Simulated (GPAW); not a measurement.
Here is a GPAW 26.7.0 calculation.

Contents of run.py:

```python
from ase import Atoms
from ase.dft.bandgap import bandgap
from ase.io import write
from ase.units import GPa
from ase.parallel import parprint
from gpaw import GPAW, PW, setup_paths

setup_paths.insert(0, '.')

atoms = Atoms(['Ge', 'Ge', 'Ge', 'Ge', 'Fe', 'Fe', 'Fe', 'Fe'],
              cell=[[4.689, 0.0, 0.0],
                    [0.0, 4.689, 0.0],
                    [0.0, 0.0, 4.689]],
              scaled_positions=[[0.158, 0.342, 0.658],
                                [0.342, 0.658, 0.158],
                                [0.658, 0.158, 0.342],
                                [0.842, 0.842, 0.842],
                                [0.865, 0.635, 0.365],
                                [0.635, 0.365, 0.865],
                                [0.365, 0.865, 0.635],
                                [0.135, 0.135, 0.135]],
              pbc=True)
atoms.set_initial_magnetic_moments([0.0, 0.0, 0.0, 0.0, 3.0, 3.0, 3.0, 3.0])

calc = GPAW(mode=PW(600),
            xc='PBEsol',
            kpts={'size': (6, 6, 6), 'gamma': True},
            occupations={'name': 'fermi-dirac', 'width': 0.05},
            nbands=48,
            convergence={'density': 1e-05, 'energy': 1e-05},
            maxiter=150,
            txt='gpaw.txt')
atoms.calc = calc
energy = atoms.get_potential_energy()
forces = atoms.get_forces()
stress = atoms.get_stress()
calc.write('gs.gpw')
write('result.traj', atoms)
parprint(f'Energy: {energy:.6f} eV')
parprint('Forces (eV/A):')
parprint(forces.round(4))
parprint('Stress (GPa):', (stress / GPa).round(3))
parprint('Moments:', calc.get_magnetic_moments().round(3))
parprint('Fermi level:', round(calc.get_fermi_level(), 4), 'eV')
parprint(f'Gap: {bandgap(calc)[0]:.4f} eV, direct: {bandgap(calc, direct=True)[0]:.4f} eV')
```

Potentials or basis: PAW data sets generated in the run's folder for this functional, pw.

The run is started by

```console
$ gpaw-setup -f PBEsol Fe Ge
$ OMP_NUM_THREADS=1 mpirun -n 4 gpaw python run.py
```

(1) Predict the largest force.

(2) Predict the pressure.

## Answers

(1) 0.103 eV/Å.

(2) -8.9 GPa.
